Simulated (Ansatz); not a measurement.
# LuAs: the cost of one run

Computed with Ansatz 0.2.0 (DFT r2SCAN, scalar-relativistic, plane waves, PAW, unless a step's input says otherwise).

1 further run of the same task is left out (set aside as unsound or not needed).

## 1. The system as given

It takes space group Fm-3m (No. 225, cubic). Conventional cell: a = 5.676 Å, b = 5.676 Å, c = 5.676 Å, α = 90.00°, β = 90.00°, γ = 90.00°. Lu (site symmetry m-3m) has 6 As at 2.84 Å as nearest neighbours. As (site symmetry m-3m) has 6 Lu at 2.84 Å as nearest neighbours.

As a file:

```
CELL_PARAMETERS angstrom
0.00000 2.83819 2.83819
2.83819 0.00000 2.83819
2.83819 2.83819 0.00000
ATOMIC_POSITIONS crystal
Lu 0.50000 0.50000 0.50000
As 0.00000 0.00000 0.00000
```

It goes back to an entry of the Materials Project, which need not be the stable form.

This cell was relaxed beforehand with the same method: volume 22.86 Å³/atom, gap on the mesh none (metal).

## 2. Relaxing to 0.001 eV/Å, with the smearing for a metal

Response runs need a geometry at rest under their own mesh and occupations; hence this stricter relaxation.

Contents of input.yaml:

```yaml
crystal:
  lattice:
    - [0.0, 2.838190747, 2.838190747]
    - [2.838190747, 0.0, 2.838190747]
    - [2.838190747, 2.838190747, 0.0]
  atoms:
    - { symbol: Lu, position: [0.5, 0.5, 0.5] }
    - { symbol: As, position: [0.0, 0.0, 0.0] }
basis:
  ecutwfc: 500
kpoints:
  mp_grid: { grid: [12, 12, 12] }
hamiltonian:
  xc: r2scan
scf:
  occupations: { method: fermi_dirac, width: 0.15 }
output:
  forces: true
  stress: true
  eigenvalues: true
relax:
  adjacent_minimum: "off"
  f_tol: 0.001
  max_steps: 60
  cell: { stress_tol: 0.01 }
```

Launch:

```bash
ansatz run input.yaml --threads 1 --pin off --max-ram 2560MiB --backend cpu --events-out ev --progress --plain --runs-dir out
```

What time and memory should one allow on 1 thread of Intel Xeon at 2.50GHz (Skylake/Cascade Lake), shared host?

About 98 s, with a peak of 0.56 GiB.
